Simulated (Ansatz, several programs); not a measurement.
Ga2O3 in the corundum structure, relaxed with PBE in Ansatz (plane waves, PAW): it is trigonal, R-3c (No. 167); conventional cell a = 5.058 Å, c = 13.623 Å, 10.06 Å³ an atom. Around Ga lie 6 O at 1.95–2.10 Å; around O lie 4 Ga at 1.95–2.10 Å. The cell was then scaled with its shape and fractional coordinates held, which makes it stiffer than a relaxed compression. (Simulation; spin polarisation is off.)

```
V (Å³/atom)  E (meV/atom)
      9.456         25.39
      9.758          6.00
     10.060          0.00
     10.664         20.30
```

Q: Pass a cubic E = c₀ + c₁u + c₂u² + c₃u³, with u = V − 9.985 Å³, through these points.

A: c₀ = 0.35, c₁ = -9.464, c₂ = 65.299, c₃ = -11.9054 (meV and Å³).

Q: Where is the minimum, and what bulk modulus follows?

A: dE/du = 0 at u = +0.074, so V₀ = 10.06 Å³. B = V₀ d²E/dV² = 10.06 × (2c₂ + 6c₃u) = 10.06 × 125.315 = 1261 meV/Å³, and 1 meV/Å³ is 0.16022 GPa: 202 GPa. A third-order Birch-Murnaghan fit to all five points gives 10.06 Å³ and 200 GPa.

Q: Predict the energy and the pressure at the withheld volume, 10.362 Å³.

A: With u = +0.377: E ≈ 5.43 meV and P = −dE/dV ≈ -5.56 GPa. The run gives 5.36 meV and, from its stress, -5.54 GPa.
